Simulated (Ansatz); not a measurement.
# GeO (singlet): trial inputs and their diagnosis at distance Ge1–O2 = 2.241 Å

4 inputs are run for GeO (singlet) as typed; the log has to tell whether the result can be used and what must change.

Program: Ansatz 0.2.0, Gaussian basis. Level of theory: the settings change from run to run. These are calculated values, not measurements.

## 1. The system

The geometry derives from a PBE0/def2-TZVP stationary point (not a proven minimum). One bond is set to the value named and the two fragments are kept rigid. No spin-orbit coupling is included. The filled d shell of Ge counts as core when cores are frozen.

2 atoms, charge 0, spin multiplicity 1.

Atoms are counted from 1 here; the program's logs count them from 0.

Bond lengths: Ge1–O2 2.241 Å.

## 2. Try 1

The input, in.yaml:

```yaml
crystal:
  periodic: [false, false, false]
  atoms:
    - {symbol: Ge, position_ang: [0.000000, 0.000000, 0.000000]}
    - {symbol: O, position_ang: [0.000000, 0.000000, 2.241000]}
basis:
  gaussian: {orbitals: aug-cc-pVDZ}
magnetization: {spin_polarized: true, initial_magnetization: 0}
correlation: {method: ccsd, electrons: valence}
scf: {lower_state_search: light}
frozen_core: true
```

Started as:

```
> ansatz run in.yaml --threads 1 --pin off --events-out ev --progress --plain --max-ram 2393MiB
```

The log of the run:

```text
Error: YAML parse error: error: line 11 column 1: unknown field `frozen_core`, expected one of crystal, accuracy, basis, kpoints, hamiltonian, magnetization, projection, total_charge, correlation, batch, efield, external_charges, scf, relax, neb, saddle, md, ramp, phonons, dielectric, real_time, elastic, magnetic_configurations, gw, evaluate, workflow, output, checkpoint, execution
  --> <input>:11:1
   |
 9 | correlation: {method: ccsd, electrons: valence}
10 | scf: {lower_state_search: light}
11 | frozen_core: true
   | ^ unknown field `frozen_core`, expected one of crystal, accuracy, basis, kpoints, hamiltonian, magnetization, projection, total_charge, correlation, batch, efield, external_charges, scf, relax, neb, saddle, md, ramp, phonons, dielectric, real_time, elastic, magnetic_configurations, gw, evaluate, workflow, output, checkpoint, execution
```

Wall time 0.03 s (1 thread of Intel Xeon 6975P-C, shared host).

**Diagnosis.** The run was refused. The input holds a key that the program doesn't read here. Cure: remove it or spell it as the reference does.

## 3. Try 2

The input, in.yaml:

```yaml
crystal:
  periodic: [false, false, false]
  atoms:
    - {symbol: Ge, position_ang: [0.000000, 0.000000, 0.000000]}
    - {symbol: O, position_ang: [0.000000, 0.000000, 2.241000]}
basis:
  gaussian: {orbitals: "6-31G*"}
correlation: {active_space: {window: {electrons: 2, orbitals: 2}}}
magnetization: {spin_polarized: true, initial_magnetization: 0}
```

The command is unchanged.

The log of the run:

```text
Error: invalid value for `correlation.active_space`: it starts from restricted Hartree–Fock orbitals; set hamiltonian.xc: hf without magnetization.spin_polarized
```

Run time: 0.03 s. Hardware: 1 thread of Intel Xeon 6975P-C, shared host.

Diagnosis: The run was refused. An active space is asked on unrestricted orbitals. Cure: drop spin_polarized: true.

## 4. Try 3

The input, in.yaml:

```yaml
crystal:
  periodic: [false, false, false]
  atoms:
    - {symbol: Ge, position_ang: [0.000000, 0.000000, 0.000000]}
    - {symbol: O, position_ang: [0.000000, 0.000000, 2.241000]}
basis:
  gaussian: {orbitals: def2-SVP, point_charges: [{charge: -0.50, position_ang: [3.302, -0.059, 0.265]}]}
magnetization: {spin_polarized: false}
correlation: {method: ccsd_t, frozen_orbitals: {Ge: 0}}
```

The command is unchanged.

The log of the run:

```text
Functional definition: HF
  name "HF"
  cite "Fock, Z. Phys. 61, 126 (1930) doi:10.1007/BF01340294"
  parent pbe
  exchange = exact_x
  correlation = 0
Error: "frozen_orbitals" has no count for O
```

It took 0.06 s on 1 thread of Intel Xeon 6975P-C, shared host.

What is wrong: The run was refused. The frozen-orbital counts are incomplete or too large. Fix: leave frozen_orbitals out, or give each element a count that its core has.

## 5. Try 4

The input, in.yaml:

```yaml
crystal:
  periodic: [false, false, false]
  atoms:
    - {symbol: Ge, position_ang: [0.000000, 0.000000, 0.000000]}
    - {symbol: O, position_ang: [0.000000, 0.000000, 2.241000]}
basis:
  gaussian: {orbitals: def2-SVP}
correlation: {active_space: {window: {electrons: 2, orbitals: 2}, states: [{multiplicity: 1, weights: [-1, 1]}]}}
accuracy: high
scf: {lower_state_search: off}
```

The command is unchanged.

The log of the run:

```text
Error: set 0 asks for 2 states and needs as many positive weights; it has [-1.0, 1.0]
```

Run time: 0.03 s. Hardware: 1 thread of Intel Xeon 6975P-C, shared host.

**Diagnosis.** The run was refused. The states' weights or spin are impossible. To mend it, give positive weights and a multiplicity that fits.

## 6. How the runs ended

| try | level | ended | cause | time |
| --- | --- | --- | --- | --- |
| 1 | CCSD on UHF/aug-cc-pVDZ | refused | the input holds a key that the program doesn't read here | 0.03 s |
| 2 | CASSCF(2,2)/6-31G* | refused | an active space is asked on unrestricted orbitals | 0.03 s |
| 3 | CCSD(T) on RHF/def2-SVP | refused | the frozen-orbital counts are incomplete or too large | 0.06 s |
| 4 | CASSCF(2,2)/def2-SVP | refused | the states' weights or spin are impossible | 0.03 s |

4 refused.
